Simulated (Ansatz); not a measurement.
# Ti4C3: the cost of one run

Computed with Ansatz 0.2.0 (DFT PBE, scalar-relativistic, plane waves, PAW, unless a step names another level, unless a step's input says otherwise).

## 1. Starting point

Symmetry: R-3m, No. 166, trigonal system. Conventional cell: a = 3.095 Å, b = 3.095 Å, c = 29.335 Å, α = 90.00°, β = 90.00°, γ = 120.00°. Ti (site symmetry 3m) has 3 C at 2.07 Å in its first shell of neighbours. Ti (site symmetry 3m) is surrounded by 6 C at 2.15 to 2.24 Å. C (site symmetry 3m) has 6 Ti at 2.07 to 2.24 Å in its first shell of neighbours. C (site symmetry -3m) has 6 Ti at 2.15 Å in its first shell of neighbours.

Structure file:

```
CELL_PARAMETERS angstrom
1.54731 0.89334 9.77834
-1.54731 0.89334 9.77834
0.00000 -1.78668 9.77834
ATOMIC_POSITIONS crystal
Ti 0.12220 0.12220 0.12220
Ti 0.62605 0.62605 0.62605
Ti 0.87780 0.87780 0.87780
Ti 0.37395 0.37395 0.37395
C 0.75323 0.75323 0.75323
C 0.00000 0.00000 0.00000
C 0.24677 0.24677 0.24677
```

It came out lowest among 25 distinct ends of the trial cells. At a tolerance of 0.05 Å it has space group R-3m (No. 166).

## 2. Relaxing to 0.001 eV/Å, on the response runs' mesh and smearing

Contents of input.yaml:

```yaml
crystal:
  lattice:
    - [1.547310313, 0.8933400257, 9.778335962]
    - [-1.547310313, 0.8933400257, 9.778335962]
    - [0.0, -1.7866800515, 9.778335962]
  atoms:
    - { symbol: Ti, position: [0.1222020319, 0.1222020319, 0.1222020319] }
    - { symbol: Ti, position: [0.626051182, 0.626051182, 0.626051182] }
    - { symbol: Ti, position: [0.8777979681, 0.8777979681, 0.8777979681] }
    - { symbol: Ti, position: [0.373948818, 0.373948818, 0.373948818] }
    - { symbol: C, position: [0.753229028, 0.753229028, 0.753229028] }
    - { symbol: C, position: [0.0, 0.0, 0.0] }
    - { symbol: C, position: [0.246770972, 0.246770972, 0.246770972] }
basis:
  ecutwfc: 420
kpoints:
  mp_grid: { grid: [12, 12, 12] }
hamiltonian:
  xc: pbe
scf:
  occupations: { method: gaussian, width: 0.1 }
output:
  forces: true
  stress: true
  eigenvalues: true
  write_density: true
  write_potential: true
  elf: true
  volumetric_format: npy
relax:
  adjacent_minimum: "off"
  f_tol: 0.001
  max_steps: 60
  cell: { stress_tol: 0.01 }
```

On the command line:

```console
$ ansatz run input.yaml --threads 3 --pin off --max-ram 7680MiB --backend cpu --events-out ev --progress --plain --runs-dir out
```

**Question.** How long does this run take on 3 threads of AMD EPYC 9R45 (Zen 5), shared host, and how much memory does it need?

About 27 s, with a peak of 0.77 GiB.
